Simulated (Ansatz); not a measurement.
# One shape, several levels: triplet C2H3ClSi

Aim: a comparison of 6 runs (UHF/STO-3G, U-revPBE/def2-SVP, U-wB97M-V/def2-SVP, UCAM-B3LYP/def2-SVP, UPBE-QIDH/def2-SVP, UBCCD(T)/def2-SVP) of triplet C2H3ClSi. 

The calculation is run with Ansatz 0.2.0.

57 further runs of the same task are left out: 57 set aside as unsound or not needed.

### 1 The molecule

C2H3ClSi has 7 atoms, charge 0, and is taken as a triplet. SMILES of the parent species: `ClC1=C[SiH2]1`. The shape is that of a PBE0-D4/def2-TZVP optimisation. That shape belongs to the parent species and isn't relaxed for this state.

Bond lengths: Cl1–C2 1.700 Å, C2–C3 1.327 Å, C2–Si4 1.804 Å, C3–Si4 1.819 Å, C3–H5 1.082 Å, Si4–H6 1.482 Å, Si4–H7 1.482 Å. Some angles: Cl1–C2–C3 135.8°, Cl1–C2–Si4 155.1°, C3–C2–Si4 69.2°, C2–C3–Si4 67.9°, C2–Si4–C3 43.0°, C2–C3–H5 137.0°, Si4–C3–H5 155.1°, C2–Si4–H6 121.6°, C2–Si4–H7 121.6°, C3–Si4–H6 121.6°.

### 2 The energy at UHF/STO-3G (run 1)

job.yaml

```yaml
crystal:
  periodic: [false, false, false]
  atoms:
    - {symbol: Cl, position_ang: [-1.169200, -2.293300, 0.411500]}
    - {symbol: C, position_ang: [-0.358000, -0.819900, 0.163200]}
    - {symbol: C, position_ang: [0.836800, -0.330000, 0.466700]}
    - {symbol: Si, position_ang: [-0.185900, 0.871600, -0.438900]}
    - {symbol: H, position_ang: [1.727500, -0.673800, 0.975600]}
    - {symbol: H, position_ang: [-0.837800, 2.011300, 0.248800]}
    - {symbol: H, position_ang: [0.047800, 1.166200, -1.872600]}
basis:
  gaussian:
    orbitals: STO-3G
hamiltonian:
  xc: hf
output: {orbitals: {seedname: orbitals}}
accuracy: high
total_charge: 0
magnetization:
  spin_polarized: true
  initial_magnetization: 2
```

The run is started by

```bash
$ ansatz run job.yaml --threads 1 --pin off --max-ram 3480MiB --events-out events.jsonl --progress --plain --runs-dir runs
```

The program printed:

```text
Warning: RAYON_NUM_THREADS=1 ignored (pool sized by the plan → 1); use --threads N
Functional definition: HF
  name "HF"
  exchange = exact_x
  correlation = 0
617 factors; integrals over basis functions are off by at most 2.0e-8 eV
mean field evaluation 1: about -22215.3946 eV, gradient 1.2e1 eV
mean field evaluation 2: about -22215.5045 eV, gradient 1.2e1 eV
mean field evaluation 4: about -22217.3771 eV, gradient 1.6e0 eV
mean field evaluation 8: about -22217.4607 eV, gradient 3.3e-3 eV
mean field -22217.45905555 eV, -816.4765607569 hartree, gradient 2.2e-8 eV, S^2 2.077576; 0 other end points of the search recorded, 0 dependent functions left out
reference -22217.45905555 eV, -816.4765607569 hartree; 24, 22 occupied and 7, 9 virtual orbitals, 617 factors
Total energy: -22217.45905555 eV, -816.4765607569 hartree
```

It took 0.34 s on 1 thread of Arm Neoverse V2, shared host.

### 3 A single-point energy at U-revPBE/def2-SVP (run 2)

run.yaml

```yaml
basis:
  gaussian:
    orbitals: def2-SVP
crystal:
  periodic: [false, false, false]
  atoms:
    - {symbol: Cl, position_ang: [-1.169200, -2.293300, 0.411500]}
    - {symbol: C, position_ang: [-0.358000, -0.819900, 0.163200]}
    - {symbol: C, position_ang: [0.836800, -0.330000, 0.466700]}
    - {symbol: Si, position_ang: [-0.185900, 0.871600, -0.438900]}
    - {symbol: H, position_ang: [1.727500, -0.673800, 0.975600]}
    - {symbol: H, position_ang: [-0.837800, 2.011300, 0.248800]}
    - {symbol: H, position_ang: [0.047800, 1.166200, -1.872600]}
total_charge: 0
magnetization:
  spin_polarized: true
  initial_magnetization: 2
hamiltonian:
  xc: {name: revPBE}
accuracy: high
output: {orbitals: {seedname: orbitals}}
```

The run is started by

```bash
$ ansatz run run.yaml --threads 1 --pin off --max-ram 3480MiB --events-out events.jsonl --progress --plain --runs-dir runs
```

The program printed:

```text
Warning: RAYON_NUM_THREADS=1 ignored (pool sized by the plan → 1); use --threads N
Functional definition: revPBE
  name "revPBE"
  parameter kappa = 1.245
  parameter beta = 0.06672455060314922
  exchange = pbe_x(kappa = kappa, mu = beta*pi^2/3)
  correlation = pbe_c(beta = beta)
1684 factors; integrals over basis functions are off by at most 3.6e-9 eV
mean field evaluation 1: about -22483.5191 eV, gradient 5.9e1 eV
mean field evaluation 2: about -22406.6202 eV, gradient 1.2e2 eV
mean field evaluation 4: about -22498.0693 eV, gradient 2.4e1 eV
mean field evaluation 8: about -22503.9127 eV, gradient 2.7e-1 eV
mean field evaluation 16: about -22503.9038 eV, gradient 3.4e-4 eV
mean field evaluation 32: about -22501.0970 eV, gradient 1.1e1 eV
mean field evaluation 64: about -22503.8896 eV, gradient 2.8e-1 eV
mean field -22503.90384691 eV, -827.0032126802 hartree, gradient 5.2e-8 eV, S^2 2.009720; 6 other end points of the search recorded, 0 dependent functions left out
reference -22503.90385057 eV, -827.0032128144 hartree; 24, 22 occupied and 55, 57 virtual orbitals, 1684 factors
Total energy: -22503.90385057 eV, -827.0032128144 hartree
```

It took 15 s on 1 thread of Arm Neoverse V2, shared host; peak memory 0.24 GiB.

Runs 3 to 5 aren't shown in full; the table further down has their settings and results.

### 4 The energy at UBCCD(T)/def2-SVP (run 6)

run.yaml

```yaml
crystal:
  periodic: [false, false, false]
  atoms:
    - symbol: Cl
      position_ang: [-1.169200, -2.293300, 0.411500]
    - symbol: C
      position_ang: [-0.358000, -0.819900, 0.163200]
    - symbol: C
      position_ang: [0.836800, -0.330000, 0.466700]
    - symbol: Si
      position_ang: [-0.185900, 0.871600, -0.438900]
    - symbol: H
      position_ang: [1.727500, -0.673800, 0.975600]
    - symbol: H
      position_ang: [-0.837800, 2.011300, 0.248800]
    - symbol: H
      position_ang: [0.047800, 1.166200, -1.872600]
basis:
  gaussian:
    orbitals: def2-SVP
magnetization:
  spin_polarized: true
  initial_magnetization: 2
correlation:
  method: bccd_t
  frozen_orbitals: {C: 1, Cl: 5, H: 0, Si: 5}
accuracy: high
scf:
  omitted_lower_state_checks: [cluster_reference, increment]
```

The run is started by

```bash
$ ansatz run run.yaml --threads 1 --pin off --max-ram 3480MiB --events-out events.jsonl --progress --plain --runs-dir runs
```

The program printed:

```text
Warning: RAYON_NUM_THREADS=1 ignored (pool sized by the plan → 1); use --threads N
[... 15 lines left out ...]
12 core orbitals not correlated: weight in the atoms' cores, before any rotation towards them, 1.000 or more for the frozen orbitals, at most 0.000 for the correlated occupied ones
[... 36 lines left out ...]
Total energy: -22473.79259629 eV, -825.8966446300 hartree
Checks for a lower state left out: cluster_reference, increment
```

Run time: 52 s. Hardware: 1 thread of Arm Neoverse V2, shared host; peak memory 0.83 GiB.

### 5 Overview of the runs

| run | level | frozen core orbitals | energy (Eh) | HOMO energy (eV) | LUMO energy (eV) | ⟨S²⟩ | wall time |
| --- | --- | --- | --- | --- | --- | --- | --- |
| 1 | UHF/STO-3G | – | -816.476561 | -5.01 | 4.10 | 2.078 | 0.34 s |
| 2 | U-revPBE/def2-SVP | – | -827.003213 | -1.93 | – | 2.010 | 15 s |
| 3 | U-wB97M-V/def2-SVP | – | -827.077701 | -5.29 | -2.76 | 2.009 | 2.2 min |
| 4 | UCAM-B3LYP/def2-SVP | – | -827.129476 | -4.58 | -3.60 | 2.012 | 17 s |
| 5 | UPBE-QIDH/def2-SVP | 12 | -826.557516 | -5.59 | -2.38 | 2.027 | 15 s |
| 6 | UBCCD(T)/def2-SVP | 12 | -825.896645 | – | – | 2.045 | 52 s |

### 6 What came out

| quantity | value |
| --- | --- |
| run 6: total energy | -825.89664 Eh |
| run 6: correlation energy (12 core orbitals frozen) | -508.9 mEh |
| run 6: (T) correction | -17.09 mEh |
| run 6: ⟨S²⟩ of the reference determinant | 2.045 |

Totals of different functionals can't be ranked against each other. In run 1 the basis is minimal, so the values are rough. All runs together took 3.9 min, the longest 2.2 min.
